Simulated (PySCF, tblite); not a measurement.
**C₃H₉O₂Si radical: geometry, infrared bands and EPR parameters**

What infrared bands and EPR parameters should C₃H₉O₂Si radical (`[CH2]C[Si@H](O)OC`) show?

Computed with tblite 0.8.0 and PySCF 2.14.0, with density-fitted response routines of our own, on a single molecule in the gas phase. Atoms count from 0, in the outputs and in this text.

**1. The starting structure**

15 atoms, charge 0, multiplicity 2; geometry from: force field or distance geometry start.

Bonds of the start (Å): C0–C1 1.51, C1–Si2 1.85, Si2–O3 1.73, Si2–O4 1.71, O4–C5 1.39, C0–H6 1.09, C0–H7 1.11, C1–H8 1.12, C1–H9 1.09, Si2–H10 1.47, O3–H11 0.98, C5–H12 1.11, C5–H13 1.11, C5–H14 1.12.

**2. Optimising the geometry with GFN2-xTB**

What the job is given:

```
{"job": {"kind": "relax", "xc": "GFN2-xTB", "basis": "xTB"}, "charge": 0, "multiplicity": 2}
C      2.705300     0.070400    -0.074300
C      1.472400    -0.779700    -0.290100
Si    -0.068600     0.232600    -0.460800
O      0.332700     1.836100     0.038000
O     -1.236000    -0.435500     0.601000
C     -2.539600    -0.368700     0.118100
H      3.518900    -0.370100    -0.657100
H      2.494200     1.126700    -0.323800
H      1.390200    -1.437200     0.616400
H      1.565400    -1.453100    -1.146000
H     -0.482900     0.215400    -1.872100
H     -0.360900     2.477900    -0.229100
H     -2.881700     0.674100    -0.057600
H     -2.724600    -1.043000    -0.741000
H     -3.189000    -0.737900     0.950600
```

On the command line:

```console
> OMP_NUM_THREADS=1 python probes_run.py task.json out
```

The driver reads the jobs from task.json and runs them one after another.

**Question.** This job is followed by: GFN2-xTB harmonic vibrations, gas phase; UKS B3LYP, pcH-1 on C H O Si, non-relativistic, mean-field spin-orbit, GIAO. Predict these results of the whole session: strongest single infrared mode (GFN2-xTB); zero-point energy (GFN2-xTB); g(iso) (B3LYP); ⟨S²⟩; largest a(iso) (averaged by class); surface potential, 1st and 99th percentile.

The runs gave:

```
                                 quantity                    value
strongest single infrared mode (GFN2-xTB)     824 cm⁻¹, 326 km/mol
             zero-point energy (GFN2-xTB)            71.4 kcal/mol
                           g(iso) (B3LYP)                  2.00270
                                     ⟨S²⟩       0.754 (exact 0.75)
       largest a(iso) (averaged by class)  29Si on Si2, -178.8 MHz
    surface potential, 1st and 99th percentile       -1.27 V and 2.30 V
```

In words: The optimisation took 193 steps and gained 1.129 eV; among the close pairs (by a distance rule), Si2–O4 changed most, from 1.714 to 1.614 Å. All 39 modes are real, so the xTB geometry is a minimum. The strongest single mode, at 824 cm⁻¹, is carried by H11, Si2, O3. Unscaled tight-binding wavenumbers are off by several per cent, some by more. Its intensities can rank the bands wrongly. C0 carries the largest spin population, 1.02 e. The isotropic g lies 0.4 ppt above the free-electron value.
